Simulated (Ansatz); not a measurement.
# CH7ClMgOSi: the cost of one run

All numbers below are computed with Ansatz 0.2.0 (UKS CAM-B3LYP-D4/STO-3G).

## 1. The starting structure

Bond lengths: Mg1–Cl2 2.838 Å, Mg1–C3 2.086 Å, Mg1–O5 2.418 Å, O5–Si6 1.611 Å, C3–H7 1.087 Å, C3–H8 1.087 Å, C3–H9 1.085 Å, Si6–H10 1.471 Å, Si6–H11 1.467 Å, Si6–H12 1.470 Å. Angles (14 of 16 angles, heavy atoms first): Cl2–Mg1–C3 138.6°, Cl2–Mg1–O5 68.4°, C3–Mg1–O5 131.1°, Mg1–O5–Si6 167.3°, Mg1–C3–H7 106.3°, Mg1–C3–H8 108.7°, Mg1–C3–H9 113.9°, O5–Si6–H10 109.6°, O5–Si6–H11 109.2°, O5–Si6–H12 105.3°, H7–C3–H8 109.3°, H7–C3–H9 109.2°, H8–C3–H9 109.3°, H10–Si6–H11 110.8°.

Structure file:

```xyz
12

Mg    0.0836    1.4396   -0.1408
Cl    1.4215    1.0274    2.3282
C     0.5265    2.1058   -2.0677
H     0.4288   -0.2116    1.5852
O    -0.3067   -0.7845    0.7231
Si   -0.8777   -2.2360    1.1274
H     0.6259    1.2148   -2.6824
H     1.4758    2.6346   -2.0440
H    -0.2333    2.7516   -2.4953
H    -1.9296   -2.0866    2.1445
H     0.2225   -3.0624    1.6348
H    -1.4375   -2.7925   -0.1128
```

## 2. Run 1

150 steps of 0.5 fs at constant energy, with velocities drawn for 300 K.

File input.yaml:

```yaml
crystal:
  periodic: [false, false, false]
  atoms:
    - { symbol: Mg, position_ang: [0.0836, 1.4396, -0.1408] }
    - { symbol: Cl, position_ang: [1.4215, 1.0274, 2.3282] }
    - { symbol: C, position_ang: [0.5265, 2.1058, -2.0677] }
    - { symbol: H, position_ang: [0.4288, -0.2116, 1.5852] }
    - { symbol: O, position_ang: [-0.3067, -0.7845, 0.7231] }
    - { symbol: Si, position_ang: [-0.8777, -2.236, 1.1274] }
    - { symbol: H, position_ang: [0.6259, 1.2148, -2.6824] }
    - { symbol: H, position_ang: [1.4758, 2.6346, -2.044] }
    - { symbol: H, position_ang: [-0.2333, 2.7516, -2.4953] }
    - { symbol: H, position_ang: [-1.9296, -2.0866, 2.1445] }
    - { symbol: H, position_ang: [0.2225, -3.0624, 1.6348] }
    - { symbol: H, position_ang: [-1.4375, -2.7925, -0.1128] }
magnetization:
  spin_polarized: true
basis:
  gaussian: { orbitals: STO-3G }
hamiltonian:
  xc: cam_b3lyp
  dispersion: d4
md:
  timestep: 0.5
  n_steps: 150
  ensemble: nve
  temperature: 300.0
  initial_velocities: maxwell_boltzmann
  seed: 713899
```

The run is started by

```
ansatz run input.yaml --threads 1 --pin off --max-ram 2048MiB --backend cpu --events-out ev --progress --plain --runs-dir out
```

Q: Estimate wall time and peak memory on 1 thread of Arm Neoverse V2, shared host.

About 13 min, with a peak of 0.19 GiB.
